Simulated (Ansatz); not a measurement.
Zr3Ag, space group Pm-3m: cell relaxations under several functionals, run with Ansatz 0.2.0 through its Python package.

Contents of `zr3ag.cif`:
```cif
data_Zr3Ag
_cell_length_a 4.416495
_cell_length_b 4.416495
_cell_length_c 4.416495
_cell_angle_alpha 90.00000
_cell_angle_beta 90.00000
_cell_angle_gamma 90.00000
_symmetry_space_group_name_H-M 'P 1'
_symmetry_Int_Tables_number 1
loop_
_symmetry_equiv_pos_as_xyz
'x, y, z'
loop_
_atom_site_label
_atom_site_type_symbol
_atom_site_fract_x
_atom_site_fract_y
_atom_site_fract_z
Zr1 Zr    0.500000    0.500000    0.000000
Zr2 Zr    0.000000    0.500000    0.500000
Zr3 Zr    0.500000    0.000000    0.500000
Ag4 Ag    0.000000    0.000000    0.000000
```

`lattice.py`
```python
# -*- coding: utf-8 -*-
import ansatz as az
from ase.io import read
import numpy as np

def edges_and_angles(cell):
    cell = np.asarray(cell)
    a, b, c = np.linalg.norm(cell, axis=1)
    cosines = cell[1] @ cell[2] / (b * c), cell[0] @ cell[2] / (a * c), cell[0] @ cell[1] / (a * b)
    return (a, b, c, *np.degrees(np.arccos(cosines)))

atoms = read('zr3ag.cif')
crystal = az.Crystal.from_ase(atoms)

calc = (
    crystal.calculation()
    .occupations(az.OccupationsMethod.COLD, width=0.15)
    .kpoints(spacing=0.29)
    .relax(cell=True, force_tolerance=0.05)
)

levels = [('blyp', 'd3bj'), ('pbesol', 'none'), ('lda', 'none')]
print('level            a       b       c    alpha   beta  gamma  V/atom  steps')
for name, dispersion in levels:
    seen = []
    run = calc.functional(name, dispersion=dispersion).session().plan()
    result = run.execute(on_event=lambda e: seen.append(e) if e['event'] == 'relax_step' else None)
    cell = result.lattice.cell_ang
    label = name if dispersion == 'none' else f'{name}+{dispersion}'
    print('{:13s} {:7.4f} {:7.4f} {:7.4f} {:6.2f} {:6.2f} {:6.2f}'.format(label, *edges_and_angles(cell)), f'{abs(np.linalg.det(cell)) / len(result.lattice.sites):7.3f} {len(seen):5d}')
```

Rank the levels of theory by the volume of the relaxed cell.

From smallest to largest: LDA (19.83 Å³ an atom, -7.9 % against the start), BLYP+D3BJ (20.05 Å³ an atom, -6.9 % against the start) and PBEsol (20.43 Å³ an atom, -5.2 % against the start). The spread is 3.0 % in volume.

The output:

Output of `python lattice.py`:
```text
level            a       b       c    alpha   beta  gamma  V/atom  steps
DeckWarning: basis.ecutwfc = 420 eV, auto-derived from the records' recommended cutoffs: set by Zr (normal level)
blyp+d3bj      4.3126  4.3126  4.3126  90.00  90.00  90.00  20.052     6
pbesol         4.3392  4.3392  4.3392  90.00  90.00  90.00  20.426     5
lda            4.2964  4.2964  4.2964  90.00  90.00  90.00  19.826     5
```
(Warnings from the package without file and line.)

Notes:
- Forces vanish by symmetry, so the ions can't move, and the end may be a saddle.
- BLYP and dispersion corrections can be off by several per cent in the lattices of metals, and by several GPa in the pressure at a fixed cell.
- The mesh is modest for a metal, so energies can be off by several to tens of meV an atom and pressures by half a GPa or more; differences at equal mesh fare better.
- The structure comes from a database of computed cells and needn't be a stable or known phase.
- Timing: 26 s on 1 thread of Intel(R) Xeon(R) Platinum 8175M CPU @ 2.50GHz (Skylake/Cascade Lake), on a shared host, peak memory 0.53 GiB.
